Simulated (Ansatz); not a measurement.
# AlH4NO2: the cost of one run

Method: RKS PBE0-D4/STO-3G, in Ansatz 0.2.0.

## Step 1: The starting structure

Bond lengths: Al1–N2 1.920 Å, N2–H3 1.060 Å, N2–H4 1.060 Å, Al1–O5 1.780 Å, O5–H6 1.010 Å, Al1–O7 1.780 Å, O7–H8 1.010 Å. Angles: Al1–N2–H3 120.0°, Al1–N2–H4 120.0°, H3–N2–H4 120.0°, N2–Al1–O5 120.0°, N2–Al1–O7 120.0°, O5–Al1–O7 120.0°, Al1–O5–H6 109.5°, Al1–O7–H8 109.5°.

Structure file:

```xyz
8

Al    0.0000    0.0000    0.0000
N     0.0000    0.0000    1.9200
H    -0.8770   -0.2713    2.4500
H     0.8770    0.2713    2.4500
O     1.5415    0.0000   -0.8900
H     1.8414   -0.9519   -1.0449
O    -1.5415    0.0000   -0.8900
H    -2.0512   -0.8467   -0.6815
```

## Step 2: Preparing the start

The input, input.yaml:

```yaml
crystal:
  periodic: [false, false, false]
  atoms:
    - { symbol: Al, position_ang: [0.0, 0.0, 0.0] }
    - { symbol: "N", position_ang: [0.0, 0.0, 1.92] }
    - { symbol: H, position_ang: [-0.877, -0.2713, 2.45] }
    - { symbol: H, position_ang: [0.877, 0.2713, 2.45] }
    - { symbol: O, position_ang: [1.5415, 0.0, -0.89] }
    - { symbol: H, position_ang: [1.8414, -0.9519, -1.0449] }
    - { symbol: O, position_ang: [-1.5415, 0.0, -0.89] }
    - { symbol: H, position_ang: [-2.0512, -0.8467, -0.6815] }
basis:
  gaussian: { orbitals: STO-3G }
hamiltonian:
  xc: pbe0
  dispersion: d4
relax:
  f_tol: 0.02
  max_steps: 40
```

The run is started by

```bash
$ ansatz run input.yaml --threads 1 --pin off --max-ram 2048MiB --backend cpu --events-out ev --progress --plain --runs-dir out
```

Q: Estimate wall time and peak memory on 1 thread of Arm Neoverse V1, shared host.

About 17 s, with a peak of 0.11 GiB.
